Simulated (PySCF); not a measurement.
# ZrHOH: structure of the triplet

The task is one start of a wider search on ZrHOH: the triplet, from a linear start. It is relaxed, tested by its Hessian and followed downhill if it is a saddle.

Program: PySCF 2.14.0. Level of theory: PBE0, basis Zr def2-TZVP with ECP28, H def2-TZVP, O def2-TZVP, scalar-relativistic core potentials, no spin–orbit coupling, density fitting. These are calculated values, not measurements.

### Step 1. The system as given

4 atoms, charge 0, spin multiplicity 3.

Bond lengths: Zr1–H2 1.860 Å, Zr1–O3 2.170 Å, O3–H4 0.960 Å. Angles: H2–Zr1–O3 180.0°, Zr1–O3–H4 130.0°.

```xyz
4
charge 0 multiplicity 3
Zr    0.0000    0.0000    0.0000
H     0.0000    0.0000    1.8600
O     0.0000    0.0000   -2.1700
H     0.7354    0.0000   -2.7871
```

### Step 2. First SCF at the start

One driver script runs all steps and calls PySCF; scf.py shows how it sets up the SCF of each step. The optimiser is the driver's own. After this first run the driver tries any further starts and a stability analysis.

scf.py

```python
from pyscf import gto, scf, dft
mol = gto.M(atom='''
Zr     0.000000     0.000000     0.000000
H      0.000000     0.000000     1.860000
O      0.000000     0.000000    -2.170000
H      0.735400     0.000000    -2.787100''',
    basis={'Zr': 'def2-TZVP', 'H': 'def2-TZVP', 'O': 'def2-TZVP'},
    ecp={'Zr': 'def2-TZVP'},
    charge=0, spin=2)
mf = dft.UKS(mol, xc='PBE0')
mf.grids.atom_grid = (50, 194)
aux = {'Zr': 'def2-universal-JKFIT', 'H': 'def2-universal-JKFIT', 'O': 'def2-universal-JKFIT'}
mf = mf.density_fit(auxbasis=aux)
mf.conv_tol = 1e-08
mf.diis_space = 10
mf.max_cycle = 60
mf.init_guess = 'minao'
mf.verbose = 4
mf.kernel()
```

Run with:

```console
$ OMP_NUM_THREADS=2 python axn.py task.json out
```

Further steps of the session: Relaxation: linear start, triplet; Is it a minimum? Harmonic modes.

Before running it: what results should come out? Wanted: minimum; geometry; wavenumbers; dipole moment; highest occupied, lowest empty level; polar-tensor charge of Zr1; zero-point energy; atomisation energy; ⟨S²⟩.

As calculated:

| quantity | value |
| --- | --- |
| minimum | triplet, Cs |
| geometry | O–H 0.956 Å, Zr–H 1.882 Å, Zr–O 1.910 Å; H–O–Zr 149.1°, H–Zr–O 123.8° |
| wavenumbers (cm⁻¹) | 331 (a'), 367 (a'), 372 (a''), 707 (a'), 1595 (a'), 3956 (a') |
| dipole moment | 1.24 D |
| highest occupied, lowest empty level (either spin) | -4.79, -1.77 eV |
| polar-tensor charge of Zr1 | +0.92 e |
| zero-point energy | 43.8 kJ/mol |
| entropy at 298.15 K | 278.4 J/(mol K) |
| atomisation energy (no zero-point energy) | 1244 kJ/mol |
| ⟨S²⟩ | 2.005 |

What this shows: The linear start keeps its Cs symmetry and ends in a minimum. The strongest infrared band lies at 1595 cm⁻¹ (a'). Most of the spin sits on Zr1 (Mulliken spin 2.08, against 2 for the whole molecule). The first SCF alone would have been 70 kJ/mol too high. Other starts or spin states, not run here, may lie lower. Open d and f shells are described by one determinant, and the ground state may have another occupation or spin.
